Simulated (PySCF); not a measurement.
# C6H12Ge (Ge(vinyl)2Me2): the cost of one run

Computed with PySCF 2.14.0, with density-fitted response routines of our own, on a single molecule in the gas phase. Atoms count from 0, in the outputs and in this text.

## 1. The molecule as given

19 atoms, charge 0, multiplicity 1; geometry from: GFN2-xTB. The atoms were then displaced at random by about 0.03 Å, so the start is not that level's minimum.

Bonds of the start (Å): Ge0–C1 1.95, Ge0–C6 1.95, Ge0–C11 2.07, Ge0–C15 1.92, C1–C2 1.28, C1–H3 1.00, C2–H4 1.13, C2–H5 1.10, C6–C7 1.34, C6–H8 1.02, C7–H9 1.11, C7–H10 1.00, C11–H12 1.15, C11–H13 1.06, C11–H14 1.11, C15–H16 1.07, C15–H17 1.09, C15–H18 1.10.

## 2. Geometry optimisation at PBE0-D3(BJ)/def2-SVP

What the job is given:

```
{"job": {"xc": "PBE0", "basis": "def2-SVP", "d3": "d3bj", "grid": 1, "maxiter": 40, "shake": 0.03, "kind": "geom"}, "charge": 0, "multiplicity": 1}
Ge    -0.329160    -0.098310    -0.252900
C     -0.422910    -0.088670     1.698030
C      0.502870    -0.584250     2.423890
H     -1.188390     0.329830     2.180270
H      1.449530    -1.004750     1.973810
H      0.503550    -0.592540     3.521890
C      1.488060    -0.012090    -0.945370
C      2.503720     0.662430    -0.390290
H      1.643950    -0.543970    -1.799200
H      2.302990     1.205050     0.561720
H      3.433260     0.641590    -0.752420
C     -1.337170     1.617690    -0.835630
H     -1.525750     1.669580    -1.967530
H     -0.875430     2.517080    -0.516880
H     -2.369110     1.609300    -0.433090
C     -1.320130    -1.578120    -0.976520
H     -2.355880    -1.598560    -0.701760
H     -0.879440    -2.516410    -0.625090
H     -1.287290    -1.641440    -2.078340
```

Command:

```sh
$ OMP_NUM_THREADS=1 python probes_run.py task.json out
```

One launch serves the whole session: the jobs run in the order shown.

Q: Estimate the wall time and peak memory of this first job on 1 thread of Arm Neoverse V1, shared host.

About 2.2 min, with a peak of 0.74 GiB.
